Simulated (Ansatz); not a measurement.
**BFH3NOSi: small, medium and large basis sets**

The task here is to estimate one member of a computed series from the others.

The runs use Ansatz 0.2.0, Gaussian basis; one geometry, several basis sets.

The runs, in order: PBE0-D4/def2-SVP; ωB97M-V/def2-SVP; PBE0-D4/def2-QZVPP; ωB97M-V/def2-QZVPP; the functionals' def2-TZVPP values are taken from earlier runs.

### The geometry

The geometry comes from an earlier relaxation with PBE0-D4 in a triple-zeta def2 set; it is a stationary point, not always the lowest conformer.

SMILES `NB1O[SiH]1F`, 8 atoms, charge 0, spin multiplicity 1.

Atoms are counted from 1 here; the program's logs count them from 0.

Bond lengths: N1–B2 1.381 Å, N1–H6 1.003 Å, N1–H7 1.007 Å, B2–O3 1.386 Å, B2–Si4 1.878 Å, O3–Si4 1.695 Å, Si4–F5 1.594 Å, Si4–H8 1.477 Å. Angles: B2–N1–H6 122.8°, B2–N1–H7 122.3°, H6–N1–H7 114.9°, N1–B2–O3 131.2°, N1–B2–Si4 168.4°, O3–B2–Si4 60.4°, B2–O3–Si4 74.3°, B2–Si4–O3 45.3°, B2–Si4–F5 123.9°, B2–Si4–H8 130.6°, O3–Si4–F5 114.0°, O3–Si4–H8 113.8°, F5–Si4–H8 105.3°.

Coordinates:

```xyz
8

N     0.5500    1.1699    1.1875
B     0.1756    0.2481    0.2295
O     0.8000   -0.9042   -0.2222
Si   -0.6580   -0.8064   -1.0815
F    -1.6807   -1.9850   -0.7577
H    -0.0098    1.9690    1.4212
H     1.4028    1.0808    1.7162
H    -0.4876   -0.8293   -2.5488
```

Set-up of the first run:

File in.yaml:

```yaml
crystal:
  periodic: [false, false, false]
  atoms:
    - {symbol: N, position_ang: [0.549966, 1.169879, 1.187515]}
    - {symbol: B, position_ang: [0.175603, 0.248111, 0.229508]}
    - {symbol: O, position_ang: [0.799954, -0.904188, -0.222209]}
    - {symbol: Si, position_ang: [-0.657986, -0.806368, -1.081516]}
    - {symbol: F, position_ang: [-1.680688, -1.984954, -0.757651]}
    - {symbol: H, position_ang: [-0.009822, 1.969030, 1.421155]}
    - {symbol: H, position_ang: [1.402780, 1.080756, 1.716197]}
    - {symbol: H, position_ang: [-0.487610, -0.829266, -2.548800]}
basis:
  gaussian: {orbitals: def2-SVP}
hamiltonian: {xc: pbe0, dispersion: d4}
output: {orbitals: {seedname: orbitals}}
```

Command:

```bash
$ ansatz run in.yaml --threads 2 --pin off --events-out ev --progress --plain --max-ram 4352MiB
```

Steps of the session up to this table: PBE0-D4 in def2-SVP; ωB97M-V in def2-SVP; PBE0-D4 in def2-QZVPP; ωB97M-V in def2-QZVPP.

One table of the session follows, with a row left open; its other results are not shown here.

| functional | basis | HOMO (eV) | LUMO (eV) |
| --- | --- | --- | --- |
| PBE0-D4 | def2-SVP | -6.95 | 0.28 |
| PBE0-D4 | def2-TZVPP | -7.06 | -0.10 |
| PBE0-D4 | def2-QZVPP | ? | ? |
| ωB97M-V | def2-SVP | -9.08 | 2.20 |
| ωB97M-V | def2-TZVPP | -9.23 | 1.62 |
| ωB97M-V | def2-QZVPP | -9.26 | 1.25 |

Q: Estimate the row for PBE0-D4, def2-QZVPP from the others.

As computed: HOMO (eV): -7.10; LUMO (eV): -0.24. In the column «HOMO (eV)» it lies between ωB97M-V, def2-SVP (-9.08) and PBE0-D4, def2-TZVPP (-7.06).
